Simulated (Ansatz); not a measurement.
This script for a band structure of Cu, space group P6_3/mmc with Ansatz 0.2.0, Python API holds a mistake.

`bands_cu.py`
```python
'''Bands of Cu along a path through the zone.'''

import itertools

import ansatz as az
import matplotlib.pyplot as plt
import numpy as np

FUNCTIONAL = 'pbesol'
MESH = (11, 11, 3)
FILLING = 'fixed'
MAX_ITERATIONS = 85
EXTRA_BANDS = 10

lattice = az.Lattice.of(
    (2.530764, 0.0, 0.0),
    (-1.265382, 2.191706, 0.0),
    (0.0, 0.0, 8.261815),
)
sites = [
    ('Cu', (0.0, 0.0, 0.0)),
    ('Cu', (1 / 3, 2 / 3, 0.25)),
    ('Cu', (0.0, 0.0, 0.5)),
    ('Cu', (2 / 3, 1 / 3, 0.75)),
]
system = az.Crystal(lattice=lattice)
for symbol, position in sites:
    system = system.atom(symbol, position)

# high-symmetry points in fractions of the reciprocal vectors
path = [
    ('G', (0.0, 0.0, 0.0)),
    ('M', (0.5, 0.0, 0.0)),
    ('K', (0.33333, 0.33333, 0.0)),
    ('G', (0.0, 0.0, 0.0)),
    ('A', (0.0, 0.0, 0.5)),
]
job = system.calculation()
job = job.functional(FUNCTIONAL)
job = job.pseudopotentials('paw')
job = job.basis(21 * az.Ha)
job = job.kpoints(*MESH)
job = job.occupations(FILLING)
job = job.scf(max_iterations=MAX_ITERATIONS)
job = job.band_structure([point for _, point in path], intervals=8)
job = job.scf(extra_bands=EXTRA_BANDS)
job = job.density_of_states(energy_step=0.1)
job = job.density()
session = job.session()
planned = session.plan(threads=1)
outcome = planned.execute()
data = outcome.report

print(f'free energy      {data["free_energy_ev"]:.5f} eV')
print(f'per atom         {data["free_energy_ev"] / len(outcome.lattice.sites):.5f} eV')
print(f'SCF iterations   {data["n_iterations"]}  (converged: {data["converged"]})')

dos = outcome.density_of_states()
energy = np.asarray(dos.energies_ev) - dos.fermi_ev
states, count = np.asarray(dos.spin_summed_g_bin_mean_per_ev), np.asarray(dos.spin_summed_integrated)
g_fermi = float(np.interp(0.0, energy, states))
print(f'g(E_F) = {g_fermi:.3f} states/eV per cell')
# Sommerfeld coefficient of bare band electrons: pi^2 k_B^2 g / 3
gamma = np.pi ** 2 / 3 * 8.617333e-5 ** 2 * g_fermi * 96485.33e3 / len(outcome.lattice.sites)
print(f'bare Sommerfeld coefficient {gamma:.2f} mJ/(mol of atoms K^2)')
for low, high in ((-10, -6), (-6, -3), (-3, 0), (0, 3)):
    print(f'states between {low} and {high} eV: {np.interp(high, energy, count) - np.interp(low, energy, count):.3f}')

# valence electrons inside a sphere about each atom
rho = outcome.density()
total = sum(channel.density_e_per_ang3 for channel in rho.channels[:2])
grid_cell = np.asarray(rho.fft_grid_basis) @ outcome.lattice.cell_ang
mesh = np.stack(np.meshgrid(*[np.arange(n) / n for n in rho.dims], indexing='ij'), axis=-1)
for site in outcome.lattice.sites:
    offset = mesh - site.position_ang @ np.linalg.inv(grid_cell)
    offset -= offset.round()
    distance = np.min([np.linalg.norm((offset + shift) @ grid_cell, axis=-1) for shift in itertools.product((-1, 0, 1), repeat=3)], axis=0)
    inside = [total[distance < radius].sum() * rho.cell_volume_ang3 / total.size for radius in (0.8, 1.0, 1.2)]
    print(site.symbol, 'electrons within 0.8, 1.0, 1.2 A:', np.round(inside, 2))

bands = outcome.band_structure()
fermi = bands.fermi_energy_ev
print(f'zero of the bands: {fermi:.3f} eV, the Fermi level found on the SCF mesh')
reciprocal = 2 * np.pi * np.linalg.inv(outcome.lattice.cell_ang).T
steps = np.linalg.norm(np.diff(bands.kpoints_frac @ reciprocal, axis=0), axis=1)
distance = np.concatenate([[0], np.cumsum(steps)])
fig, ax = plt.subplots(figsize=(5, 4))
for channel, colour in zip(bands.channels, ('C0', 'C3')):
    ax.plot(distance, channel.eigenvalues_ev - fermi, colour, lw=1)
ax.set_xticks(distance[::8], [label for label, _ in path])
ax.set(ylim=(-6, 6), ylabel='E - E_F (eV)', xlim=(0, distance[-1]))
ax.grid(axis='x')
fig.savefig('bands.png', dpi=100)
first = bands.channels[0].eigenvalues_ev - fermi
near = np.argsort(np.abs(first.mean(axis=0)))[:4]
for band in sorted(near):
    print(f'band {band + 1}: {first[:, band].min():.3f} to {first[:, band].max():.3f} eV')
```

Output of `python bands_cu.py`:
```text
RunWarning: iter 1: σ=0 fill of 38 bands saw a band overlap (occupied 19.9728 eV > unoccupied 15.7113 eV) — on an unconverged iterate often a transient of an unconverged empty band; one that stands [...]
RunWarning: a fill by count may have filled part of one level: at k-index 0 the highest filled band, 15.321222 eV, and the lowest empty band, 15.321222 eV, stand 3.730e-14 eV apart, within the [...]
RunWarning: the bands overlap at the fill by count (38 filled at each k-point of a channel): the highest filled level, 19.846512 eV at k-index 31, stands 4.5837 eV over the lowest empty one, [...]
free energy      -26353.01986 eV
per atom         -6588.25497 eV
SCF iterations   9  (converged: True)
g(E_F) = 0.988 states/eV per cell
bare Sommerfeld coefficient 0.58 mJ/(mol of atoms K^2)
states between -10 and -6 eV: 17.449
states between -6 and -3 eV: 25.446
states between -3 and 0 eV: 3.178
states between 0 and 3 eV: 2.586
Cu electrons within 0.8, 1.0, 1.2 A: [15.84 17.07 18.01]
Cu electrons within 0.8, 1.0, 1.2 A: [15.86 17.06 18.03]
Cu electrons within 0.8, 1.0, 1.2 A: [15.84 17.07 18.01]
Cu electrons within 0.8, 1.0, 1.2 A: [15.86 17.06 18.03]
zero of the bands: 19.847 eV, the Fermi level found on the SCF mesh
band 38: -4.760 to 0.563 eV
band 39: -4.647 to 1.163 eV
band 40: -4.647 to 3.225 eV
band 41: 1.180 to 4.357 eV
```
(Warnings from the package without file and line, shortened.)

No error stopped it. What is wrong with the input all the same?

The fault: fixed occupations, though the bands overlap at this level of theory. The change:

```diff
--- before
+++ after
@@ -10,3 +10,3 @@
 MESH = (11, 11, 3)
-FILLING = 'fixed'
+FILLING = 'Gaussian'
 MAX_ITERATIONS = 85
```

After the fix:

```console
$ python bands_cu.py
free energy      -26355.08480 eV
per atom         -6588.77120 eV
SCF iterations   7  (converged: True)
g(E_F) = 1.304 states/eV per cell
bare Sommerfeld coefficient 0.77 mJ/(mol of atoms K^2)
states between -10 and -6 eV: 1.809
states between -6 and -3 eV: 20.495
states between -3 and 0 eV: 21.764
states between 0 and 3 eV: 3.027
Cu electrons within 0.8, 1.0, 1.2 A: [15.87 17.1  18.03]
Cu electrons within 0.8, 1.0, 1.2 A: [15.88 17.08 18.04]
Cu electrons within 0.8, 1.0, 1.2 A: [15.87 17.1  18.03]
Cu electrons within 0.8, 1.0, 1.2 A: [15.88 17.08 18.04]
zero of the bands: 17.317 eV, the Fermi level found on the SCF mesh
band 37: -2.042 to 3.135 eV
band 38: -2.005 to 3.135 eV
band 39: -1.862 to 3.729 eV
band 40: -1.862 to 5.790 eV
```

What to keep in mind:
- Absolute energies stand on the zero of these potentials, so only differences at equal settings mean something.
- Spin is left out of this run.
- For a metal this k-point mesh is coarse: on a finer one energies can move by several to tens of meV an atom and pressures by half a GPa or more, differences at one mesh by less.
- The fields are valence quantities on the plane-wave grid; their values near the nuclei depend on the potentials.
- This isn't the structure that Cu takes at ambient conditions.
- Levels are Kohn-Sham eigenvalues on this mesh.
- The density of states is complete only as far up as bands were computed.
- Hardware and time: 12 s on 1 thread of Arm Neoverse V1 (shared host), peak memory 0.45 GiB.
